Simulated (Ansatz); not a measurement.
# SbH4 (quartet): wave-function methods side by side, def2-SVPD

How much of the correlation energy of SbH4 (quartet) does each wave-function method recover here?

The runs use Ansatz 0.2.0, Gaussian basis; def2-SVPD, core rule «outside noble gas», up to 9 orbitals frozen.

To be run: UHF; CCSD(T) on ROHF; CCSD(T) on UHF; BCCD(T) on ROHF; CISD; CCSDT(Q) on ROHF; CCSDT(Q) on UHF; CASSCF and MRCISD+Q, 9 electrons in 8 orbitals; CASSCF and NEVPT2, 9 electrons in 8 orbitals.

24 further runs of the same task are left out: 9 that didn't finish, 15 set aside as unsound or not needed.

### Step 1. What is computed

The geometry is a PBE0/def2-TZVPD stationary point (not a proven minimum) of the parent state, kept for this charge and spin. No spin-orbit coupling is included. Elements past krypton take def2 core potentials.

5 atoms, charge 0, spin multiplicity 4.

Atoms are counted from 1 here; the program's logs count them from 0.

Bond lengths: Sb1–H2 1.873 Å, Sb1–H3 1.873 Å, Sb1–H4 1.873 Å, Sb1–H5 1.873 Å. Angles: H2–Sb1–H3 93.2°, H2–Sb1–H4 93.2°, H2–Sb1–H5 152.7°, H3–Sb1–H4 152.7°, H3–Sb1–H5 93.2°, H4–Sb1–H5 93.2°.

### Step 2. UHF

in.yaml reads:

```yaml
crystal:
  periodic: [false, false, false]
  atoms:
    - {symbol: Sb, position_ang: [0.000000, 0.000000, 0.000000]}
    - {symbol: H, position_ang: [0.355943, 1.293855, 1.306929]}
    - {symbol: H, position_ang: [-0.534985, -1.277587, 1.261103]}
    - {symbol: H, position_ang: [-0.346643, 1.280398, -1.322588]}
    - {symbol: H, position_ang: [0.525685, -1.296666, -1.245444]}
basis:
  gaussian: {orbitals: def2-SVPD}
magnetization: {spin_polarized: true, initial_magnetization: 3}
hamiltonian: {xc: hf}
output: {orbitals: {seedname: orbitals}}
```

The run is started by

```bash
> ansatz run in.yaml --threads 1 --pin off --events-out ev --progress --plain --max-ram 2393MiB
```

The runs that follow: CCSD(T) on ROHF; CCSD(T) on UHF; BCCD(T) on ROHF; CISD; CCSDT(Q) on ROHF; CCSDT(Q) on UHF; CASSCF and MRCISD+Q, 9 electrons in 8 orbitals; CASSCF and NEVPT2, 9 electrons in 8 orbitals.

Before running them: what should the planned runs give, taken together? Wanted: UCCSDT(Q) below the RHF energy; RMP2 from UCCSDT(Q); UMP2 from UCCSDT(Q); RCCSD from UCCSDT(Q); RCCSD(T) from UCCSDT(Q); UCCSD(T) from UCCSDT(Q); RCCSDT(Q) from UCCSDT(Q); NEVPT2 valence from UCCSDT(Q); MRCISD+Q valence from UCCSDT(Q).

**Answer**, as computed:

| quantity | value |
| --- | --- |
| UCCSDT(Q) below the RHF energy | -4.9872 eV |
| RMP2 from UCCSDT(Q) | +24.33 kcal/mol |
| UMP2 from UCCSDT(Q) | +28.94 kcal/mol |
| RCCSD from UCCSDT(Q) | +5.06 kcal/mol |
| RCCSD(T) from UCCSDT(Q) | +1.17 kcal/mol |
| UCCSD(T) from UCCSDT(Q) | +1.20 kcal/mol |
| RCCSDT(Q) from UCCSDT(Q) | +0.11 kcal/mol |
| NEVPT2 valence from UCCSDT(Q) | +17.08 kcal/mol |
| MRCISD+Q valence from UCCSDT(Q) | +0.35 kcal/mol |
| levels within 1 kcal/mol (43 meV) | RCCSDT, UCCSDT, RCCSDT(Q), MRCISD+Q valence |
| T1 diagnostic | 0.034 |
| effectively unpaired electrons | 3.06 |

In words: RCCSD(T) misses by +1.17 kcal/mol, 1.0 % of the correlation energy. One determinant dominates. Of the multireference levels listed MRCISD+Q valence comes nearest in total energy (+0.35 kcal/mol), which doesn't show that its space is the better one. Coupled cluster took another determinant than the lowest Hartree-Fock one. These misses are within one basis, not against nature; the frozen cores of restricted and unrestricted runs differ, which can shift their rows.
